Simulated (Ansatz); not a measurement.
# YAs2: the cost of one run

Computed with Ansatz 0.2.0 (DFT PBE, scalar-relativistic, plane waves, PAW, unless a step's input says otherwise).

### 1 The system as given

It takes space group P4_2/mnm (No. 136, tetragonal). The conventional cell has a = 6.087 Å, b = 6.087 Å, c = 3.920 Å, α = 90.00°, β = 90.00°, γ = 90.00°. Y (site symmetry mmm) is surrounded by 6 As at 2.58 to 2.63 Å. Around As (site symmetry m2m) lie 3 Y at 2.58 to 2.63 Å.

Coordinates:

```
Y As
1.0
     6.08660    0.00000    0.00000
     0.00000    6.08660    0.00000
     0.00000    0.00000    3.92039
Y As
2 4
Cartesian
  0.0000 0.0000 0.0000
  3.0433 3.0433 1.9602
  1.8625 1.8625 0.0000
  1.1808 4.9058 1.9602
  4.2241 4.2241 0.0000
  4.9058 1.1808 1.9602
```

(A quick probe on a coarse mesh, which set the mesh and smearing, is not shown.)

### 3 Rough relaxation on the coarse mesh

input.yaml reads:

```yaml
crystal:
  lattice:
    - [6.086602071, 0.0, 0.0]
    - [0.0, 6.086602071, 0.0]
    - [0.0, 0.0, 3.9203864885]
  atoms:
    - { symbol: "Y", position: [0.0, 0.0, 0.0] }
    - { symbol: "Y", position: [0.5, 0.5, 0.5] }
    - { symbol: As, position: [0.306, 0.306, 0.0] }
    - { symbol: As, position: [0.194, 0.806, 0.5] }
    - { symbol: As, position: [0.694, 0.694, 0.0] }
    - { symbol: As, position: [0.806, 0.194, 0.5] }
basis:
  ecutwfc: 420
kpoints:
  mp_grid: { grid: [4, 4, 4] }
hamiltonian:
  xc: pbe
scf:
  occupations: { method: gaussian, width: 0.1 }
  lower_state_search: "off"
output:
  forces: true
  stress: true
  eigenvalues: true
relax:
  adjacent_minimum: "off"
  f_tol: 0.04
  max_steps: 70
  cell: { stress_tol: 0.4 }
```

Run with:

```bash
> ansatz run input.yaml --threads 1 --pin off --max-ram 2560MiB --backend cpu --events-out ev --progress --plain --runs-dir out
```

**Question.** How long does this run take on 1 thread of Intel Xeon Platinum 8259CL at 2.50GHz (Skylake/Cascade Lake), shared host, and how much memory does it need?

About 1.8 min, with a peak of 0.55 GiB.
